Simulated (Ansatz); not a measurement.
Runs of Ansatz 0.2.0 on Hf2Pd2Se2Br2O3. The typed cell holds 11 atoms: a = 5.761 Å, b = 5.870 Å, c = 6.872 Å, α = 96.27°, β = 102.51°, γ = 95.11°. The cell was built by a generator and needn't be a form met in nature.

```csv
task,level,cell,k mesh,cutoff (eV),points for each segment of the path,gap on the mesh (eV),pressure (GPa),relaxed volume (Å³/atom),largest force (eV/Å)
relaxation of cell and atoms,r2SCAN,relaxed,4 × 4 × 3,500,-,0.43,0.0,(c),0.01
band structure,r2SCAN,as given,5 × 5 × 4,500,10,0.40,-2.3,-,(b)
relaxation of cell and atoms,RPBE,relaxed,4 × 4 × 3,420,-,0.23,0.0,21.24,0.01
band structure,RPBE,as given,5 × 5 × 4,420,10,0.25,(a),-,0.15
```

Alike in all rows: potentials or basis Ansatz PAW; no spin polarisation; smearing fermi-dirac 0.05 eV.

**Question.** Fill in the values left out.

**Answer.** (a) 2.8; (b) 0.24; (c) 19.90.

Caveats: spin-orbit coupling is left out, which moves the levels of the heavy elements; the PAW data sets come from PBE, with cores solved anew for the run's functional, which leaves a small shift of forces and pressure; odd divisions of the mesh miss points on the zone boundary, where band edges often lie, so the gap on the mesh can be too wide (some runs); the plane-wave basis is chosen anew once the cell has moved, so the energies of steps on either side of that aren't comparable (some runs).

A k mesh can miss the band edges, and the runs leave out spin-orbit coupling on Br, Hf, Pd, Se.

Runs at the PBE level aren't shown here.
